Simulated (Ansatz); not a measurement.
# BrH₂InOS: a ladder of functionals and wavefunction methods

The task here is to estimate one member of a computed series from the others.

Program: Ansatz 0.2.0, Gaussian basis. Level of theory: functionals in def2-TZVPP, the program's frozen cores in correlated methods. These are calculated values, not measurements.

The runs, in order: PBE-D4, r2SCAN-D4, PBE0-D4, B3LYP-D4, ωB97X-V, ωB97M-V, B2PLYP; CCSD(T)/def2-TZVPP; CCSD(T)/def2-QZVPP; extrapolation to the limit.

## Structure used throughout

The geometry comes from an earlier relaxation with PBE0-D4 in a triple-zeta def2 set; it is a stationary point. In takes the def2 core potential; no spin-orbit term is included.

SMILES `[OH][In]([SH])[Br]`, 6 atoms, charge 0, spin multiplicity 1.

Atoms are counted from 1 here; the program's logs count them from 0.

Bond lengths: O1–In2 1.971 Å, O1–H5 0.961 Å, In2–S3 2.354 Å, In2–Br4 2.456 Å, S3–H6 1.345 Å. Angles: In2–O1–H5 112.2°, O1–In2–S3 119.7°, O1–In2–Br4 117.4°, S3–In2–Br4 122.9°, In2–S3–H6 91.9°.

Geometry (Å):

```xyz
6
BrH2InOS
O    -1.39294   -0.69008   -0.59621
In    0.04587    0.30729    0.30868
S     2.29103   -0.09727   -0.27160
Br   -0.61444    1.94155    2.01903
H    -2.26456   -0.44073   -0.27685
H     1.93504   -1.02076   -1.18306
```

The first run:

File in.yaml:

```yaml
crystal:
  periodic: [false, false, false]
  atoms:
    - {symbol: O, position_ang: [-1.392936, -0.690080, -0.596209]}
    - {symbol: In, position_ang: [0.045872, 0.307286, 0.308685]}
    - {symbol: S, position_ang: [2.291026, -0.097265, -0.271603]}
    - {symbol: Br, position_ang: [-0.614442, 1.941550, 2.019027]}
    - {symbol: H, position_ang: [-2.264558, -0.440727, -0.276847]}
    - {symbol: H, position_ang: [1.935039, -1.020764, -1.183061]}
basis:
  gaussian: {orbitals: def2-TZVPP}
hamiltonian: {xc: pbe, dispersion: d4}
output: {forces: true, orbitals: {seedname: orbitals}}
```

Started as:

```sh
$ ansatz run in.yaml --threads 2 --pin off --events-out ev --progress --plain --max-ram 22528MiB --backend cpu
```

Steps of the session up to this table: PBE-D4 (GGA); r2SCAN-D4 (meta-GGA); PBE0-D4 (hybrid); B3LYP-D4 (hybrid); ωB97X-V (range-separated); ωB97M-V (range-separated); B2PLYP (double hybrid); CCSD(T) in def2-TZVPP; CCSD(T) in def2-QZVPP.

One of the session's tables, all rows but one given; the rest of the session is left out.

| method | atomisation energy (kcal/mol) |
| --- | --- |
| PBE-D4 | 411.8 |
| r2SCAN-D4 | 408.5 |
| PBE0-D4 | 400.9 |
| B3LYP-D4 | 396.0 |
| ωB97X-V | 408.2 |
| ωB97M-V | 405.9 |
| B2PLYP | 395.1 |
| HF/def2-TZVPP | 267.6 |
| MP2/def2-TZVPP | 405.7 |
| CCSD/def2-TZVPP | 383.6 |
| CCSD(T)/def2-TZVPP | 393.9 |
| MP2/CBS | 423.9 |
| CCSD(T)/CBS | ? |

Q: Estimate the row for CCSD(T)/CBS from the others.

As computed: atomisation energy (kcal/mol): 412.1. In the column «atomisation energy (kcal/mol)» it lies between PBE-D4 (411.8) and MP2/CBS (423.9).

Limits of these values: Free atoms (1 O, 1 In, 1 S, 1 Br, 2 H) were run apart at each level; the atomisation energy is their sum less the molecule, without zero-point or spin-orbit terms.
